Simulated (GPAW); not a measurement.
Input of a GPAW 26.7.0 run:

Contents of run.py:

```python
from ase import Atoms
from ase.dft.bandgap import bandgap
from ase.io import write
from ase.units import GPa
from ase.parallel import parprint
from gpaw import GPAW, PW

atoms = Atoms(['Na', 'Na', 'La', 'La', 'Mn', 'Mn', 'Mo', 'Mo', 'O', 'O', 'O', 'O', 'O', 'O', 'O', 'O', 'O', 'O', 'O', 'O'],
              cell=[[5.55735, 0.0, 0.00053],
                    [0.0, 5.59794, 0.0],
                    [-0.0629, 0.0, 8.02462]],
              scaled_positions=[[0.75008, 0.51572, 0.49924],
                                [0.24992, 0.01572, 0.50076],
                                [0.25715, 0.95896, 0.99937],
                                [0.74285, 0.45896, 0.00063],
                                [0.24767, 0.48762, 0.25607],
                                [0.75233, 0.98762, 0.74393],
                                [0.75559, 0.99666, 0.2709],
                                [0.24441, 0.49666, 0.7291],
                                [0.67335, 0.9783, 0.49061],
                                [0.03402, 0.81017, 0.27726],
                                [0.93353, 0.2891, 0.28026],
                                [0.47817, 0.20966, 0.19922],
                                [0.54435, 0.73563, 0.20079],
                                [0.82956, 0.01818, 0.00392],
                                [0.32665, 0.4783, 0.50939],
                                [0.96598, 0.31017, 0.72274],
                                [0.06647, 0.7891, 0.71974],
                                [0.52183, 0.70966, 0.80078],
                                [0.45565, 0.23563, 0.79921],
                                [0.17044, 0.51818, 0.99608]],
              pbc=True)
atoms.set_initial_magnetic_moments([0.0, 0.0, 0.0, 0.0, 4.0, 4.0, 1.0, 1.0, 0.0, 0.0, 0.0, 0.0, 0.0, 0.0, 0.0, 0.0, 0.0, 0.0, 0.0, 0.0])

calc = GPAW(mode=PW(800),
            xc='LDA',
            kpts={'size': (4, 4, 3), 'gamma': True},
            occupations={'name': 'fermi-dirac', 'width': 0.05},
            nbands=142,
            convergence={'density': 1e-05, 'energy': 1e-05},
            maxiter=150,
            txt='gpaw.txt')
atoms.calc = calc
energy = atoms.get_potential_energy()
forces = atoms.get_forces()
stress = atoms.get_stress()
calc.write('gs.gpw')
write('result.traj', atoms)
parprint(f'Energy: {energy:.6f} eV')
parprint('Forces (eV/A):')
parprint(forces.round(4))
parprint('Stress (GPa):', (stress / GPa).round(3))
parprint('Moments:', calc.get_magnetic_moments().round(3))
parprint('Fermi level:', round(calc.get_fermi_level(), 4), 'eV')
parprint(f'Gap: {bandgap(calc)[0]:.4f} eV, direct: {bandgap(calc, direct=True)[0]:.4f} eV')

path = atoms.cell.bandpath('GYHCEM1AXH1,MDZ,YD', npoints=100, eps=1e-4)
bs_calc = calc.fixed_density(kpts=path, symmetry='off', nbands=198,
                             convergence={'bands': 'CBM+6.0', 'eigenstates': 1e-6}, txt='bands.txt')
bs = bs_calc.band_structure()
bs.write('bs.json')
parprint(f'Gap on the path: {bandgap(bs_calc)[0]:.4f} eV')
```

Potentials or basis: the program's PAW data sets (release 1.2.1) made for this functional, pw.

Run with:

```sh
$ OMP_NUM_THREADS=1 mpirun -n 8 gpaw python run.py
```

Task: Estimate the band gap along the path.

Result: None (metal or under the smearing width).

Task: Estimate the site moments.

Result: Na +0.00; La +0.01; Mn +3.98; Mo +0.33; O +0.02, +0.03, +0.04, +0.05 μB.

Task: What does it give for the largest force?

Result: 0.565 eV/Å.

Levels at the corners of the path, in eV from the Fermi level:
Spin up:
| point | band 85 | band 86 | band 87 | band 88 | band 89 | band 90 | band 91 | band 92 |
| --- | --- | --- | --- | --- | --- | --- | --- | --- |
| Γ | -0.99 | -0.98 | -0.80 | -0.36 | 0.56 | 0.81 | 0.82 | 0.87 |
| Y | -1.01 | -0.95 | -0.37 | 0.04 | 0.64 | 0.68 | 0.76 | 0.82 |
| H | -0.51 | -0.50 | -0.27 | 0.04 | 0.46 | 0.51 | 0.65 | 1.00 |
| C | -0.51 | -0.50 | -0.27 | 0.04 | 0.46 | 0.51 | 0.65 | 1.00 |
| E | -0.61 | -0.61 | -0.32 | -0.32 | 0.66 | 0.66 | 0.76 | 0.76 |
| M1 | -0.61 | -0.61 | -0.32 | -0.32 | 0.66 | 0.66 | 0.76 | 0.76 |
| A | -0.87 | -0.87 | -0.36 | -0.36 | 0.67 | 0.67 | 0.74 | 0.74 |
| X | -0.66 | -0.49 | -0.42 | -0.34 | 0.43 | 0.62 | 0.63 | 1.02 |
| H1 | -0.51 | -0.50 | -0.27 | 0.04 | 0.46 | 0.51 | 0.65 | 1.00 |
| M | -0.61 | -0.61 | -0.32 | -0.32 | 0.66 | 0.66 | 0.76 | 0.76 |
| D | -0.46 | -0.46 | -0.15 | -0.15 | 0.55 | 0.55 | 0.76 | 0.76 |
| Z | -0.61 | -0.61 | -0.29 | -0.29 | 0.56 | 0.56 | 0.74 | 0.74 |
| Y | -1.01 | -0.95 | -0.37 | 0.04 | 0.64 | 0.68 | 0.76 | 0.82 |
| D | -0.46 | -0.46 | -0.15 | -0.15 | 0.55 | 0.55 | 0.76 | 0.76 |
Spin down:
```tsv
point	band 75	band 76	band 77	band 78	band 79	band 80	band 81	band 82
Γ	-2.71	-2.54	-2.52	-2.52	-0.04	0.07	0.14	0.17
Y	-2.69	-2.54	-2.51	-2.49	-0.02	0.08	0.45	0.45
H	-2.85	-2.70	-2.56	-2.32	0.45	0.50	0.54	0.61
C	-2.85	-2.70	-2.56	-2.32	0.45	0.50	0.54	0.61
E	-2.84	-2.84	-2.56	-2.56	0.42	0.42	0.79	0.79
M1	-2.84	-2.84	-2.56	-2.56	0.42	0.42	0.79	0.79
A	-2.86	-2.86	-2.49	-2.49	0.11	0.11	0.83	0.83
X	-2.90	-2.74	-2.56	-2.36	0.30	0.34	0.59	0.66
H1	-2.85	-2.70	-2.56	-2.32	0.45	0.50	0.54	0.61
M	-2.84	-2.84	-2.56	-2.56	0.42	0.42	0.79	0.79
D	-2.83	-2.83	-2.56	-2.56	0.57	0.57	0.66	0.66
Z	-2.92	-2.92	-2.56	-2.56	0.41	0.41	0.70	0.70
Y	-2.69	-2.54	-2.51	-2.49	-0.02	0.08	0.45	0.45
D	-2.83	-2.83	-2.56	-2.56	0.57	0.57	0.66	0.66
```

Caveat: one-centre terms of the f shell are cut off; spin-orbit coupling is left out, which moves the levels of the heavy elements; semilocal functionals often make such compounds metallic where correlation or magnetic order opens a gap, which also shifts bond lengths; only a ferromagnetic start was run, and an antiferromagnetic order may lie lower in energy.
